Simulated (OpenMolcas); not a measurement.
# HF/cc-pVTZ (RICD fitting, fitting threshold 1e-05) run of BCl2F (dichlorofluoroborane)

Aim: the vertical ionisation energy of BCl2F (dichlorofluoroborane) at HF/cc-pVTZ (RICD fitting, fitting threshold 1e-05), from 2 runs. 

The results are computed with OpenMolcas 26.06.

## Step 1: The structure to begin with

BCl2F: 4 atoms, total charge 0, spin state singlet. As SMILES, `FB(Cl)Cl`. Geometry: relaxed at PBE0-D4/def2-TZVP.

Bond lengths: F1–B2 1.310 Å, B2–Cl3 1.739 Å, B2–Cl4 1.739 Å. Angles: F1–B2–Cl3 119.3°, F1–B2–Cl4 119.3°, Cl3–B2–Cl4 121.5°.

## Step 2: Energy and gradient at HF/cc-pVTZ (RICD fitting, fitting threshold 1e-05)

geom.xyz

```xyz
4

F      0.114370    -1.165320    -0.781190
B      0.007910    -0.080610    -0.054040
Cl    -1.549540     0.373780     0.571420
Cl     1.427260     0.872140     0.263810
```

job.input

```
&GATEWAY
BasLib=$CurrDir
Coord=geom.xyz
Basis=cc-pVTZ
Group=NoSym
RICD
aCD
CDThreshold=1e-05
&SEWARD
&SCF
PrOrbitals=0
&ALASKA
```

The basis set cc-pVTZ is read from a file made from the Basis Set Exchange's data (not shown).

Command:

```bash
$ export MOLCAS_MEM=1860
$ pymolcas job.input > job.log
```

The program printed:

```text
--- Start Module: gateway ---
[...]
--- Stop Module: gateway /rc=_RC_ALL_IS_WELL_ ---
[...]
      Basis functions          128
[...]
--- Start Module: scf ---
[...]
       Convergence after  11 Iterations
[...]
::    Total SCF energy                              -1043.3580988756
[...]
      Total spin, S                                     0.0000000000
[...]
      Total electronic charge=   48.000000
      Total            charge=   -0.000000
[...]
      Dipole Moment (debye):
      Origin of the operator (angstrom)=   -0.0202    0.2055    0.1378
                   X= -2.5400E-02               Y=  2.5876E-01               Z=  1.7345E-01           Total=  3.1255E-01
      Quadrupole Moment (debye*angstrom):
[...]
--- Stop Module: scf /rc=_RC_ALL_IS_WELL_ ---
[...]
--- Start Module: alaska ---
[...]
 *              Molecular gradients               *
 **************************************************
  Irreducible representation: a
 ------------------------------------------------------------------------------------------
                              X                       Y                       Z
 ------------------------------------------------------------------------------------------
  F1                1.37865248287761E-03   -1.40409613315633E-02   -9.41227579203208E-03
  B2               -1.59254100873556E-03    1.62268884314483E-02    1.08769156950299E-02
  CL3               4.26386745115082E-03   -3.96666604848050E-04   -1.16164059840962E-03
  CL4              -4.04997892546533E-03   -1.78926049487238E-03   -3.02999304552909E-04
 ------------------------------------------------------------------------------------------
--- Stop Module: alaska /rc=_RC_ALL_IS_WELL_ ---
[...]
```

Run time: 13 s. Hardware: 1 thread of Arm Neoverse V1, shared host; peak memory 0.24 GiB.

## Step 3: The doublet cation at the same level

geom.xyz is that of step 2.

job.inp

```
&gateway
 baslib=$CurrDir
 coord=geom.xyz
 basis=cc-pVTZ
 group=NoSym
 ricd
 acd
 cdthreshold=1e-05

&seward

&scf
 uhf
 charge=1
 spin=2
 prorbitals=0

&alaska
```

The basis set cc-pVTZ is read from a file made from the Basis Set Exchange's data (not shown).

Command:

```bash
$ export MOLCAS_MEM=1860
$ pymolcas job.inp > job.log
```

The program printed:

```text
--- Start Module: gateway ---
[...]
--- Stop Module: gateway /rc=_RC_ALL_IS_WELL_ ---
[...]
      Basis functions          128
[...]
--- Start Module: scf ---
[...]
       Convergence after  20 Iterations
[...]
::    Total SCF energy                              -1042.9239622371
[...]
      Total spin, S                                     0.5189569883
[...]
      Total electronic charge=   47.000000
      Total            charge=    1.000000
[...]
      Dipole Moment (debye):
      Origin of the operator (angstrom)=   -0.0202    0.2055    0.1378
                   X= -1.5044E-01               Y=  1.5364E+00               Z=  1.0299E+00           Total=  1.8558E+00
      Center of Charge (angstrom)
[...]
--- Stop Module: scf /rc=_RC_ALL_IS_WELL_ ---
[...]
--- Start Module: alaska ---
[...]
 *              Molecular gradients               *
 **************************************************
  Irreducible representation: a
 ------------------------------------------------------------------------------------------
                              X                       Y                       Z
 ------------------------------------------------------------------------------------------
  F1                3.57070357481071E-03   -3.63879675163403E-02   -2.43926852760588E-02
  B2               -6.35692677264770E-03    6.48316279221898E-02    4.34589006824008E-02
  CL3              -7.16168070406198E-03   -1.56528104810771E-02   -8.64830050478727E-03
  CL4               9.94790390173605E-03   -1.27908499246665E-02   -1.04179149014652E-02
 ------------------------------------------------------------------------------------------
--- Stop Module: alaska /rc=_RC_ALL_IS_WELL_ ---
[...]
```

Run time: 25 s. Hardware: 1 thread of Arm Neoverse V1, shared host; peak memory 0.24 GiB.

## Step 4: Outcome

Level: HF/cc-pVTZ (RICD fitting, fitting threshold 1e-05).

| quantity | value |
| --- | --- |
| singlet BCl2F: total energy | -1043.35810 Eh |
| singlet BCl2F: dipole moment | 0.31 D |
| singlet BCl2F: HOMO energy | -12.85 eV |
| singlet BCl2F: LUMO energy | 2.95 eV |
| singlet BCl2F: HOMO–LUMO gap | 15.80 eV |
| singlet BCl2F: largest force on an atom | 1.008 eV/Å |
| doublet cation: total energy | -1042.92396 Eh |
| doublet cation: HOMO energy (highest over α and β) | -17.93 eV |
| doublet cation: LUMO energy (lowest over α and β) | -10.78 eV |
| doublet cation: ⟨S²⟩ | 0.788 |
| doublet cation: largest force on an atom | 4.027 eV/Å |
| vertical ionisation energy (to the doublet cation) | 11.813 eV |

**Reading.** The vertical ionisation energy comes to 11.81 eV (272 kcal/mol). The largest force (singlet BCl2F) is 1.01 eV/Å: the shape isn't a stationary point for this species at this level. −ε(HOMO) before ionisation, 12.85 eV, is 1.03 eV above this ionisation energy. Mulliken charges (singlet BCl2F) run from -0.20 on F1 to +0.40 on B2. Mulliken charges (doublet cation) run from -0.13 on F1 to +0.39 on Cl4; they depend strongly on the basis.
